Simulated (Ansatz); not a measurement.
# GePHCl (quartet): from Hartree-Fock to the top rungs at a displaced geometry (v2), cc-pVDZ

Aim: climb from Hartree-Fock through coupled cluster for GePHCl (quartet) at one geometry and basis, and see what each rung misses.

The runs use Ansatz 0.2.0, Gaussian basis; cc-pVDZ, core rule «outside noble gas», up to 24 orbitals frozen.

The runs, in order: UHF; CCSD(T) on ROHF; CCSD(T) on UHF; BCCD(T) on ROHF; CISD as a restricted active space (open shells left free, so some higher excitations enter); CCSDT(Q) on ROHF; CCSDT(Q) on UHF.

30 further runs of the same task are left out: 6 for a known fault of the program, 13 that didn't finish, 11 set aside as unsound or not needed. Runs told in other sessions of the task aren't counted.

## 1. The system

The geometry is a PBE0/def2-TZVP stationary point (not a proven minimum) with its atoms shifted at random (size 0.100 Å). No spin-orbit coupling is included. The filled d shell of Ge may be among the frozen orbitals whatever the setting's name suggests.

4 atoms, charge 0, spin multiplicity 4.

Atoms are counted from 1 here; the program's logs count them from 0.

Bond lengths: Cl1–Ge2 2.181 Å, Ge2–P3 2.419 Å, P3–H4 1.508 Å. Angles: Cl1–Ge2–P3 107.9°, Ge2–P3–H4 99.0°.

## 2. UHF

Contents of in.yaml:

```yaml
crystal:
  periodic: [false, false, false]
  atoms:
    - {symbol: Cl, position_ang: [0.120151, -0.723356, 1.725836]}
    - {symbol: Ge, position_ang: [-0.049609, 0.647951, 0.038199]}
    - {symbol: P, position_ang: [-0.067321, -0.667882, -1.991896]}
    - {symbol: H, position_ang: [1.417797, -0.729429, -2.246497]}
basis:
  gaussian: {orbitals: cc-pVDZ}
magnetization: {spin_polarized: true, initial_magnetization: 3}
hamiltonian: {xc: hf}
output: {orbitals: {seedname: orbitals}}
```

On the command line:

```sh
$ ansatz run in.yaml --threads 1 --pin off --events-out ev --progress --plain --max-ram 2393MiB
```

After this run come: CCSD(T) on ROHF; CCSD(T) on UHF; BCCD(T) on ROHF; CISD as a restricted active space (open shells left free, so some higher excitations enter); CCSDT(Q) on ROHF; CCSDT(Q) on UHF.

**Question.** What will the summary of the whole plan be? Wanted: UCCSDT(Q) from the RHF energy; RMP2 from UCCSDT(Q); UMP2 from UCCSDT(Q); RCCSD from UCCSDT(Q); RCCSD(T) from UCCSDT(Q); UCCSD(T) from UCCSDT(Q); RCCSDT(Q) from UCCSDT(Q); T1 diagnostic.

**Answer**, as computed:

```
                         quantity                      value
    UCCSDT(Q) from the ROHF energy                 -9.5300 eV
              RMP2 from UCCSDT(Q)              +143.1 kJ/mol
              UMP2 from UCCSDT(Q)              +145.7 kJ/mol
             RCCSD from UCCSDT(Q)               +33.6 kJ/mol
          RCCSD(T) from UCCSDT(Q)                +6.9 kJ/mol
          UCCSD(T) from UCCSDT(Q)                +6.3 kJ/mol
         RCCSDT(Q) from UCCSDT(Q)                +0.8 kJ/mol
levels within 1 kcal/mol (43 meV)  RCCSDT, UCCSDT, RCCSDT(Q)
                    T1 diagnostic                      0.029
```

RCCSD(T) misses by +6.9 kJ/mol, 0.8 % of the correlation energy. These misses are within one basis, not against nature; the frozen cores of restricted and unrestricted runs differ, which can shift their rows.
